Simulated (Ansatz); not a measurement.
# Cu+ with CO: superposition error and deformation

How much of this pair's binding is borrowed basis, and how much do the fragments pay to take the shapes they have in the pair?

Program: Ansatz 0.2.0, Gaussian basis. Level of theory: PBE0-D4 structures, single points in def2-TZVPPD. These are calculated values, not measurements.

Levels: PBE-D4, revPBE-D4, BLYP-D4, r2SCAN-D4, B97M-V, PBE0-D4, B3LYP-D4, HSE06-D4, wB97X-V, wB97M-V, B2PLYP, Hartree-Fock, MP2, CCSD, CCSD(T).

Cores are frozen in the correlated methods. The 3s and 3p shells of Cu and Zn are frozen; filled d shells are correlated. B3LYP uses VWN-RPA correlation. B2PLYP carries no dispersion term here.

129 further runs of the same task are left out: 129 set aside as unsound or not needed.

## (1) Starting geometry

The relaxed pair: 3 atoms, charge 1, spin multiplicity 1.

Atoms are counted from 1 here; the program's logs count them from 0.

Bond lengths: Cu1–C2 1.896 Å, C2–O3 1.113 Å. Angles: Cu1–C2–O3 180.0°.

As a file:

```xyz
3
CCuO
Cu    0.08269    0.11907   -1.62829
C    -0.01314   -0.01886    0.26004
O    -0.06965   -0.10021    1.36815
```

Atoms 1 to 1 are fragment A (Cu+), the rest fragment B (CO). From earlier runs, pair energy (eV) and counterpoise interaction (kcal/mol):

```csv
method,E(pair),interaction
PBE-D4,-47708.54538,-48.28
revPBE-D4,-47715.17243,-44.35
BLYP-D4,-47720.95156,-45.55
r2SCAN-D4,-47716.43888,-46.92
B97M-V,-47708.57479,-43.22
PBE0-D4,-47708.42695,-38.54
B3LYP-D4,-47719.85614,-38.58
HSE06-D4,-47708.21767,-38.43
wB97X-V,-47713.22599,-35.37
wB97M-V,-47715.52906,-34.22
B2PLYP,-47709.08589,-36.67
MP2,-47683.42190,-35.03
CCSD(T),-47682.57316,-30.29
```

First each fragment is run alone in its own basis, frozen in the shape it has in the pair (a, b).

## (2) wB97X-V/def2-TZVPPD

Contents of a/in.yaml:

```yaml
crystal:
  periodic: [false, false, false]
  atoms:
    - {symbol: Cu, position_ang: [0.082693, 0.119073, -1.628287]}
basis:
  gaussian: {orbitals: "def2-TZVPPD.json"}
total_charge: 1
hamiltonian: {xc: {name: wB97X-V}}
```

Contents of b/in.yaml:

```yaml
crystal:
  periodic: [false, false, false]
  atoms:
    - {symbol: C, position_ang: [-0.013140, -0.018865, 0.260039]}
    - {symbol: O, position_ang: [-0.069653, -0.100209, 1.368147]}
basis:
  gaussian: {orbitals: "def2-TZVPPD.json"}
hamiltonian: {xc: {name: wB97X-V}}
```

The basis file named in the input lies beside it (Basis Set Exchange, JSON).

The same command starts each run, in its folder.

The run is started by

```sh
$ ansatz run in.yaml --threads 2 --pin off --events-out ev --progress --plain --max-ram 5222MiB
```

Log of a:

```text
Functional definition: wB97X-V
  name "wB97X-V"
  cite "Mardirossian & Head-Gordon, Phys. Chem. Chem. Phys. 16, 9904 (2014) doi:10.1039/C3CP54374A"
  cite "Becke, J. Chem. Phys. 107, 8554 (1997) doi:10.1063/1.475007"
  cite "Vydrov & Van Voorhis, J. Chem. Phys. 133, 244103 (2010) doi:10.1063/1.3521275"
  parameter omega = 0.3/bohr
  parameter cx = 0.167
  parameter cx1 = 0.603
  parameter cx2 = 1.194
  parameter css0 = 0.556
  parameter css1 = -0.257
  parameter cos0 = 1.219
  parameter cos1 = -1.850
  parameter b = 6.0
  parameter c = 0.01
  exchange = spin_sum(e_x_unif_sr(omega)*poly(b97_u_x, 1 - cx, cx1, cx2)) + cx*exact_x_sr(omega) + exact_x_lr(omega)
  correlation = spin_sum(e_c_pw_same_spin*poly(b97_u_same, css0, css1))
      + integral(e_c_pw_opposite_spin*poly(b97_u_opposite, cos0, cos1)) + vv10(b, c)
553 factors; their error is unknown
76 factors; integrals over basis functions are off by at most 9.5e-5 eV
mean field evaluation 1: about -44597.6896 eV, gradient 2.1e2 eV
mean field evaluation 2: about -43801.8782 eV, gradient 6.3e2 eV
mean field evaluation 4: about -44626.8767 eV, gradient 4.0e1 eV
mean field evaluation 8: about -44627.9285 eV, gradient 4.9e-2 eV
mean field evaluation 16: about -44627.9285 eV, gradient 1.9e-6 eV
mean field -44627.92849578 eV, -1640.0461223234 hartree, gradient 1.9e-6 eV, S^2 0.000000; 0 other end points of the search recorded, 0 dependent functions left out
reference -44627.92849419 eV, -1640.0461222651 hartree; 14, 14 occupied and 53, 53 virtual orbitals, 553 factors
Total energy: -44627.92849419 eV, -1640.0461222651 hartree
```

Log of b, shortened:

```text
[... 5 set-up lines as earlier in the session ...]
[...]
      + integral(e_c_pw_opposite_spin*poly(b97_u_opposite, cos0, cos1)) + vv10(b, c)
358 factors; their error is unknown
99 factors; integrals over basis functions are off by at most 9.4e-5 eV
[...]
mean field -3083.74555091 eV, -113.3255587583 hartree, gradient 3.6e-5 eV, S^2 0.000000; 0 other end points of the search recorded, 0 dependent functions left out
reference -3083.74554929 eV, -113.3255586987 hartree; 7, 7 occupied and 70, 70 virtual orbitals, 358 factors
Total energy: -3083.74554929 eV, -113.3255586987 hartree
```

They took 0.65 s (a), 0.55 s (b) on 2 threads of Intel Xeon 6975P-C, shared host.

## (3) wB97M-V/def2-TZVPPD

The same edit goes into each in.yaml of step 2 (a, b):

```diff
-hamiltonian: {xc: {name: wB97X-V}}
+hamiltonian: {xc: {name: wB97M-V}}
```

One command serves all of them, each in its own folder.

The run is started by

```sh
$ ansatz run in.yaml --threads 2 --pin off --events-out ev --progress --plain --max-ram 5222MiB
```

a printed, shortened:

```text
Functional definition: wB97M-V
  name "wB97M-V"
  cite "Mardirossian & Head-Gordon, J. Chem. Phys. 144, 214110 (2016) doi:10.1063/1.4952647"
[... 2 set-up lines as earlier in the session ...]
  # Of w^i u^j: cxij and so on, Table III.
[...]
  gx(w, u) = 1 - cx + cx01*u + cx10*w
  gss(w, u) = css00 + css04*u^4 + css10*w + css20*w^2 + css43*w^4*u^3
  gos(w, u) = cos00 + cos10*w + (cos20 + cos21*u)*w^2 + (cos60 + cos61*u)*w^6
[...]
      + integral(e_c_pw_mod_opposite_spin*gos(b97_w_opposite, b97_u_opposite)) + vv10(b, c)
553 factors; their error is unknown
76 factors; integrals over basis functions are off by at most 9.5e-5 eV
[...]
mean field -44629.92506603 eV, -1640.1194949268 hartree, gradient 5.5e-5 eV, S^2 0.000000; 0 other end points of the search recorded, 0 dependent functions left out
reference -44629.92510447 eV, -1640.1194963396 hartree; 14, 14 occupied and 53, 53 virtual orbitals, 553 factors
Total energy: -44629.92510447 eV, -1640.1194963396 hartree
```

Log of b, shortened:

```text
[... 5 set-up lines as earlier in the session ...]
  # Of w^i u^j: cxij and so on, Table III.
[...]
  gx(w, u) = 1 - cx + cx01*u + cx10*w
  gss(w, u) = css00 + css04*u^4 + css10*w + css20*w^2 + css43*w^4*u^3
  gos(w, u) = cos00 + cos10*w + (cos20 + cos21*u)*w^2 + (cos60 + cos61*u)*w^6
[...]
      + integral(e_c_pw_mod_opposite_spin*gos(b97_w_opposite, b97_u_opposite)) + vv10(b, c)
358 factors; their error is unknown
99 factors; integrals over basis functions are off by at most 9.4e-5 eV
[...]
mean field -3084.10367403 eV, -113.3387195402 hartree, gradient 3.2e-5 eV, S^2 0.000000; 0 other end points of the search recorded, 0 dependent functions left out
reference -3084.10371577 eV, -113.3387210739 hartree; 7, 7 occupied and 70, 70 virtual orbitals, 358 factors
Total energy: -3084.10371577 eV, -113.3387210739 hartree
```

They took 0.8 s (a), 0.55 s (b) on 2 threads of Intel Xeon 6975P-C, shared host.

## (4) B2PLYP/def2-TZVPPD

Edit a/in.yaml of step 3 so:

```diff
@@ -7,2 +7,3 @@
 total_charge: 1
-hamiltonian: {xc: {name: wB97M-V}}
+hamiltonian: {xc: {name: B2PLYP}}
+correlation: {frozen_orbitals: {Cu: 9}}
```

Edit b/in.yaml of step 3 so:

```diff
@@ -7,2 +7,2 @@
   gaussian: {orbitals: "def2-TZVPPD.json"}
-hamiltonian: {xc: {name: wB97M-V}}
+hamiltonian: {xc: {name: B2PLYP}}
```

Each run has its own folder and the same command.

The run is started by

```sh
$ ansatz run in.yaml --threads 2 --pin off --events-out ev --progress --plain --max-ram 5222MiB
```

Log of a, shortened:

```text
Functional definition: B2PLYP
  name "B2PLYP"
  cite "Grimme, J. Chem. Phys. 124, 034108 (2006) doi:10.1063/1.2148954"
  cite "Becke, Phys. Rev. A 38, 3098 (1988) doi:10.1103/PhysRevA.38.3098"
  cite "Lee, Yang & Parr, Phys. Rev. B 37, 785 (1988) doi:10.1103/PhysRevB.37.785"
[...]
466 factors; integrals over basis functions are off by at most 1.4e-4 eV
[...]
mean field -44620.83074562 eV, -1639.7852848161 hartree, gradient 3.5e-6 eV, S^2 0.000000; 0 other end points of the search recorded, 0 dependent functions left out
9 core orbitals not correlated: weight in the atoms' cores, before any rotation towards them, 1.000 or more for the frozen orbitals, at most 0.000 for the correlated occupied ones
reference -44620.83084023 eV, -1639.7852882931 hartree; 5, 5 occupied and 53, 53 virtual orbitals, 466 factors
second order -14.37753326 eV of doubles, -0.00000000 eV of singles
Total energy: -44624.71277421 eV, -1639.9279467357 hartree
```

b printed, shortened:

```text
[... 5 set-up lines as earlier in the session ...]
[...]
484 factors; integrals over basis functions are off by at most 1.1e-3 eV
[...]
mean field -3079.56232164 eV, -113.1718279181 hartree, gradient 6.6e-6 eV, S^2 0.000000; 0 other end points of the search recorded, 0 dependent functions left out
2 core orbitals not correlated: weight in the atoms' cores, before any rotation towards them, 1.000 or more for the frozen orbitals, at most 0.000 for the correlated occupied ones
reference -3079.56243042 eV, -113.1718319157 hartree; 5, 5 occupied and 70, 70 virtual orbitals, 484 factors
second order -11.79024593 eV of doubles, -0.00000000 eV of singles
Total energy: -3082.74579683 eV, -113.2888184732 hartree
```

They took 0.55 s (a), 0.4 s (b) on 2 threads of Intel Xeon 6975P-C, shared host.

## (5) B97M-V/def2-TZVPPD

Edit a/in.yaml of step 4 so:

```diff
@@ -7,3 +7,2 @@
 total_charge: 1
-hamiltonian: {xc: {name: B2PLYP}}
-correlation: {frozen_orbitals: {Cu: 9}}
+hamiltonian: {xc: {name: B97M-V}}
```

Edit b/in.yaml of step 4 so:

```diff
@@ -7,2 +7,2 @@
   gaussian: {orbitals: "def2-TZVPPD.json"}
-hamiltonian: {xc: {name: B2PLYP}}
+hamiltonian: {xc: {name: B97M-V}}
```

The same command starts each run, in its folder.

The run is started by

```sh
$ ansatz run in.yaml --threads 2 --pin off --events-out ev --progress --plain --max-ram 5222MiB
```

Log of a, shortened:

```text
Functional definition: B97M-V
  name "B97M-V"
  cite "Mardirossian & Head-Gordon, J. Chem. Phys. 142, 074111 (2015) doi:10.1063/1.4907719"
[... 2 set-up lines as earlier in the session ...]
  # Of w^i u^j: cxij and so on, Table III.
[...]
  gx(w, u) = cx00 + cx01*u + cx02*u^2 + (cx10 + cx11*u)*w
  gss(w, u) = css00 + css02*u^2 + css10*w + (css32*w^3 + css42*w^4)*u^2
  gos(w, u) = cos00 + cos01*u + cos03*u^3 + cos10*w + cos32*w^3*u^2
[...]
      + integral(e_c_pw_mod_opposite_spin*gos(b97_w_opposite, b97_u_opposite)) + vv10(b, c)
509 factors; their error is unknown
[...]
mean field -44622.55542175 eV, -1639.8486654948 hartree, gradient 5.7e-5 eV, S^2 0.000000; 0 other end points of the search recorded, 0 dependent functions left out
reference -44622.55546930 eV, -1639.8486672424 hartree; 14, 14 occupied and 53, 53 virtual orbitals, 509 factors
Total energy: -44622.55546930 eV, -1639.8486672424 hartree
```

Output in b, shortened:

```text
[... 5 set-up lines as earlier in the session ...]
  # Of w^i u^j: cxij and so on, Table III.
[...]
  gx(w, u) = cx00 + cx01*u + cx02*u^2 + (cx10 + cx11*u)*w
  gss(w, u) = css00 + css02*u^2 + css10*w + (css32*w^3 + css42*w^4)*u^2
  gos(w, u) = cos00 + cos01*u + cos03*u^3 + cos10*w + cos32*w^3*u^2
[...]
      + integral(e_c_pw_mod_opposite_spin*gos(b97_w_opposite, b97_u_opposite)) + vv10(b, c)
358 factors; their error is unknown
[...]
mean field -3084.13117517 eV, -113.3397301883 hartree, gradient 9.5e-6 eV, S^2 0.000000; 0 other end points of the search recorded, 0 dependent functions left out
reference -3084.13122330 eV, -113.3397319569 hartree; 7, 7 occupied and 70, 70 virtual orbitals, 358 factors
Total energy: -3084.13122330 eV, -113.3397319569 hartree
```

Wall times: 0.65 s (a), 0.55 s (b) on 2 threads of Intel Xeon 6975P-C, shared host.

## (6) CCSD(T)/def2-TZVPPD

Edit a/in.yaml of step 5 so:

```diff
@@ -7,2 +7,2 @@
 total_charge: 1
-hamiltonian: {xc: {name: B97M-V}}
+correlation: {method: ccsd_t, frozen_orbitals: {Cu: 9}}
```

Edit b/in.yaml of step 5 so:

```diff
@@ -7,2 +7,2 @@
   gaussian: {orbitals: "def2-TZVPPD.json"}
-hamiltonian: {xc: {name: B97M-V}}
+correlation: {method: ccsd_t}
```

The same command starts each run, in its folder.

The run is started by

```sh
$ ansatz run in.yaml --threads 2 --pin off --events-out ev --progress --plain --max-ram 5222MiB
```

Output in a, shortened:

```text
Functional definition: HF
  name "HF"
  cite "Fock, Z. Phys. 61, 126 (1930) doi:10.1007/BF01340294"
  parent pbe
[...]
466 factors; integrals over basis functions are off by at most 1.4e-4 eV
[...]
mean field -44590.93228105 eV, -1638.6865365090 hartree, gradient 7.8e-7 eV, S^2 0.000000; 0 other end points of the search recorded, 0 dependent functions left out
9 core orbitals not correlated: weight in the atoms' cores, before any rotation towards them, 1.000 or more for the frozen orbitals, at most 0.000 for the correlated occupied ones
reference -44590.93228105 eV, -1638.6865365090 hartree; 5, 5 occupied and 53, 53 virtual orbitals, 466 factors
second order -12.23242520 eV of doubles, -0.00000000 eV of singles
cycle   1  -10.14848895 eV  change     2.1e0 eV  update   1.1e-1
[...]
cycle   9  -10.67504323 eV  change    9.7e-6 eV  update   1.2e-6
perturbative correction -0.35026659 eV, -0.0128720597 hartree
Total energy: -44601.95759086 eV, -1639.0917091716 hartree
```

Log of b, shortened:

```text
[... 4 set-up lines as earlier in the session ...]
[...]
484 factors; integrals over basis functions are off by at most 1.1e-3 eV
[...]
mean field -3069.09194139 eV, -112.7870485409 hartree, gradient 1.4e-6 eV, S^2 0.000000; 0 other end points of the search recorded, 0 dependent functions left out
2 core orbitals not correlated: weight in the atoms' cores, before any rotation towards them, 1.000 or more for the frozen orbitals, at most 0.000 for the correlated occupied ones
reference -3069.09194139 eV, -112.7870485409 hartree; 5, 5 occupied and 70, 70 virtual orbitals, 484 factors
second order -9.57451742 eV of doubles, -0.00000000 eV of singles
cycle   1  -9.29994333 eV  change    2.7e-1 eV  update   8.9e-2
[...]
cycle   9  -9.68579543 eV  change    5.8e-6 eV  update   3.9e-6
perturbative correction -0.44752724 eV, -0.0164463226 hartree
Total energy: -3079.22526406 eV, -113.1594412804 hartree
```

They took 0.6 s (a), 0.6 s (b) on 2 threads of Intel Xeon 6975P-C, shared host.

## (7) Relaxing CO alone

Contents of relax-b/in.yaml:

```yaml
crystal:
  periodic: [false, false, false]
  atoms:
    - {symbol: C, position_ang: [-0.013140, -0.018865, 0.260039]}
    - {symbol: O, position_ang: [-0.069653, -0.100209, 1.368147]}
basis:
  gaussian: {orbitals: def2-TZVP}
hamiltonian: {xc: pbe0, dispersion: d4}
relax: {f_tol: 0.005, max_steps: 200}
```

The run is started by

```sh
$ ansatz run in.yaml --threads 2 --pin off --events-out ev --progress --plain --max-ram 5222MiB
```

The log of the run, shortened:

```text
Functional definition: PBE0
  name "PBE0"
  cite "Adamo & Barone, J. Chem. Phys. 110, 6158 (1999) doi:10.1063/1.478522"
  cite "Perdew, Burke & Ernzerhof, Phys. Rev. Lett. 77, 3865 (1996) doi:10.1103/PhysRevLett.77.3865"
[... 1 set-up line as earlier in the session ...]
[...]
331 factors; their error is unknown
[...]
mean field -3081.16419032 eV, -113.2306955060 hartree, gradient 2.0e-5 eV, S^2 0.000000; 0 other end points of the search recorded, 0 dependent functions left out
[...]
reference -3081.16420623 eV, -113.2306960908 hartree; 7, 7 occupied and 55, 55 virtual orbitals, 331 factors
relax step   1: F+E_penalty+E_count = -3081.17279074 eV  Δ(F+E_penalty+E_count) = +0.000e0 eV  max|allowed force component| = 1.422e0 eV/Å  Δτ_max = 0.0000 Å  (23 SCF iters, accepted)
[...]
relax step   2: F+E_penalty+E_count = -3081.18043669 eV  Δ(F+E_penalty+E_count) = -7.646e-3 eV  max|allowed force component| = 4.359e-2 eV/Å  Δτ_max = 0.0056 Å  (27 SCF iters, accepted)
[...]
relax step   3: F+E_penalty+E_count = -3081.18044427 eV  Δ(F+E_penalty+E_count) = -7.577e-6 eV  max|allowed force component| = 1.098e-3 eV/Å  Δτ_max = 0.0002 Å  (28 SCF iters, accepted)
331 factors; their error is unknown
[...]
mean field -3081.17184466 eV, -113.2309767980 hartree, gradient 1.9e-5 eV, S^2 0.000000; 1 other end points of the search recorded, 0 dependent functions left out
[...]
reference -3081.17186061 eV, -113.2309773840 hartree; 7, 7 occupied and 55, 55 virtual orbitals, 331 factors
Total energy: -3081.18046021 eV, -113.2312934137 hartree
Atom 0 at    -0.012864    -0.018468     0.254626 Å, force    -0.000056    -0.000081     0.001098 eV/Å
Atom 1 at    -0.069929    -0.100606     1.373560 Å, force     0.000056     0.000081    -0.001098 eV/Å
Dipole moment:    -0.001351    -0.001944     0.026484 e Å
```

Wall time 0.8 s (2 threads of Intel Xeon 6975P-C, shared host).

Step by step:

```csv
step,energy from step 1 (eV),largest force component (eV/Å)
1,0.0000,1.4217
2,-0.0076,0.0436
3,-0.0077,0.0011
```

The bond:

```csv
bond,before (Å),after (Å),change (Å)
C1–O2,1.113,1.123,+0.011
```

## (8) PBE-D4/def2-TZVPPD

Contents of free-b/in.yaml:

```yaml
crystal:
  periodic: [false, false, false]
  atoms:
    - {symbol: C, position_ang: [-0.012864, -0.018468, 0.254626]}
    - {symbol: O, position_ang: [-0.069929, -0.100606, 1.373560]}
basis:
  gaussian: {orbitals: "def2-TZVPPD.json"}
hamiltonian: {xc: pbe, dispersion: d4}
```

The run is started by

```sh
$ ansatz run in.yaml --threads 2 --pin off --events-out ev --progress --plain --max-ram 5222MiB
```

The log of the run:

```text
Functional definition: PBE
  name "PBE"
[... 2 set-up lines as earlier in the session ...]
  parameter kappa = 0.804
  parameter beta = 0.06672455060314922
  exchange = pbe_x(kappa = kappa, mu = beta*pi^2/3)
  correlation = pbe_c(beta = beta)
358 factors; their error is unknown
mean field evaluation 1: about -3079.0205 eV, gradient 3.8e1 eV
mean field evaluation 2: about -3070.4755 eV, gradient 8.0e1 eV
mean field evaluation 4: about -3081.2618 eV, gradient 1.4e0 eV
mean field evaluation 8: about -3081.2652 eV, gradient 1.8e-2 eV
mean field -3081.26517175 eV, -113.2344065054 hartree, gradient 4.7e-5 eV, S^2 0.000000; 0 other end points of the search recorded, 0 dependent functions left out
reference -3081.26520804 eV, -113.2344078390 hartree; 7, 7 occupied and 70, 70 virtual orbitals, 358 factors
Total energy: -3081.27582416 eV, -113.2347979742 hartree
```

It took 0.2 s on 2 threads of Intel Xeon 6975P-C, shared host.

## (9) r2SCAN-D4/def2-TZVPPD

Edit free-b/in.yaml of step 8 so:

```diff
@@ -7,2 +7,2 @@
   gaussian: {orbitals: "def2-TZVPPD.json"}
-hamiltonian: {xc: pbe, dispersion: d4}
+hamiltonian: {xc: r2scan, dispersion: d4}
```

The run is started by

```sh
$ ansatz run in.yaml --threads 2 --pin off --events-out ev --progress --plain --max-ram 5222MiB
```

The log of the run:

```text
Functional definition: r2SCAN
  name "r2SCAN"
  cite "Furness, Kaplan, Ning, Perdew & Sun, J. Phys. Chem. Lett. 11, 8208 (2020) doi:10.1021/acs.jpclett.0c02405"
  cite "Furness, Kaplan, Ning, Perdew & Sun, J. Phys. Chem. Lett. 11, 9248 (2020) doi:10.1021/acs.jpclett.0c03077"
  parent r2scan
  parameter k0 = 0.174
  parameter k1 = 0.065
  parameter a1 = 4.9479
  exchange = r2scan_x(k0 = k0, k1 = k1, a1 = a1)
  correlation = r2scan_c
358 factors; their error is unknown
mean field evaluation 1: about -3081.1210 eV, gradient 3.6e1 eV
mean field evaluation 2: about -3074.3299 eV, gradient 7.2e1 eV
mean field evaluation 4: about -3083.0147 eV, gradient 8.7e-1 eV
mean field evaluation 8: about -3083.0176 eV, gradient 1.2e-2 eV
mean field -3083.01760317 eV, -113.2988071721 hartree, gradient 2.6e-5 eV, S^2 0.000000; 0 other end points of the search recorded, 0 dependent functions left out
reference -3083.01761391 eV, -113.2988075670 hartree; 7, 7 occupied and 70, 70 virtual orbitals, 358 factors
Total energy: -3083.01995400 eV, -113.2988935634 hartree
```

It took 0.35 s on 2 threads of Intel Xeon 6975P-C, shared host.

## (10) PBE0-D4/def2-TZVPPD

Edit free-b/in.yaml of step 9 so:

```diff
@@ -7,2 +7,3 @@
   gaussian: {orbitals: "def2-TZVPPD.json"}
-hamiltonian: {xc: r2scan, dispersion: d4}
+hamiltonian: {xc: pbe0, dispersion: d4}
+output: {orbitals: {seedname: orbitals}}
```

The run is started by

```sh
$ ansatz run in.yaml --threads 2 --pin off --events-out ev --progress --plain --max-ram 5222MiB
```

The log of the run, shortened:

```text
[... 5 set-up lines as earlier in the session ...]
  parameter a = 0.25
[... 2 set-up lines as earlier in the session ...]
  exchange = (1 - a)*pbe_x(kappa = kappa, mu = beta*pi^2/3) + a*exact_x
[... 1 set-up line as earlier in the session ...]
358 factors; their error is unknown
mean field evaluation 1: about -3079.4879 eV, gradient 3.3e1 eV
mean field evaluation 2: about -3075.4113 eV, gradient 5.9e1 eV
mean field evaluation 4: about -3081.1663 eV, gradient 6.7e-1 eV
mean field evaluation 8: about -3081.1802 eV, gradient 1.4e-1 eV
mean field -3081.18019405 eV, -113.2312836325 hartree, gradient 7.0e-5 eV, S^2 0.000000; 0 other end points of the search recorded, 0 dependent functions left out
reference -3081.18021949 eV, -113.2312845674 hartree; 7, 7 occupied and 70, 70 virtual orbitals, 358 factors
Total energy: -3081.18881910 eV, -113.2316005971 hartree
```

Run time: 0.25 s. Hardware: 2 threads of Intel Xeon 6975P-C, shared host.

## (11) B3LYP-D4/def2-TZVPPD

Edit free-b/in.yaml of step 10 so:

```diff
@@ -7,3 +7,2 @@
   gaussian: {orbitals: "def2-TZVPPD.json"}
-hamiltonian: {xc: pbe0, dispersion: d4}
-output: {orbitals: {seedname: orbitals}}
+hamiltonian: {xc: {name: B3LYP}, dispersion: d4}
```

The run is started by

```sh
$ ansatz run in.yaml --threads 2 --pin off --events-out ev --progress --plain --max-ram 5222MiB
```

The log of the run:

```text
Functional definition: B3LYP
  name "B3LYP"
  cite "Stephens, Devlin, Chabalowski & Frisch, J. Phys. Chem. 98, 11623 (1994) doi:10.1021/j100096a001"
[... 2 set-up lines as earlier in the session ...]
  cite "Vosko, Wilk & Nusair, Can. J. Phys. 58, 1200 (1980) doi:10.1139/p80-159"
  parameter a0 = 0.2
  parameter ax = 0.72
  parameter ac = 0.81
  exchange = (1 - a0 - ax)*slater_x + ax*b88_x + a0*exact_x
  correlation = (1 - ac)*vwn_rpa_c + ac*lyp_c
358 factors; their error is unknown
mean field evaluation 1: about -3082.7134 eV, gradient 3.7e1 eV
mean field evaluation 2: about -3076.7815 eV, gradient 7.0e1 eV
mean field evaluation 4: about -3084.7480 eV, gradient 8.6e-1 eV
mean field evaluation 8: about -3084.7600 eV, gradient 6.6e-3 eV
mean field -3084.75999998 eV, -113.3628390738 hartree, gradient 4.6e-5 eV, S^2 0.000000; 0 other end points of the search recorded, 0 dependent functions left out
reference -3084.76018385 eV, -113.3628458308 hartree; 7, 7 occupied and 70, 70 virtual orbitals, 358 factors
Total energy: -3084.77747900 eV, -113.3634814159 hartree
```

Run time: 0.25 s. Hardware: 2 threads of Intel Xeon 6975P-C, shared host.

(Part 1 of 2 ends here.)
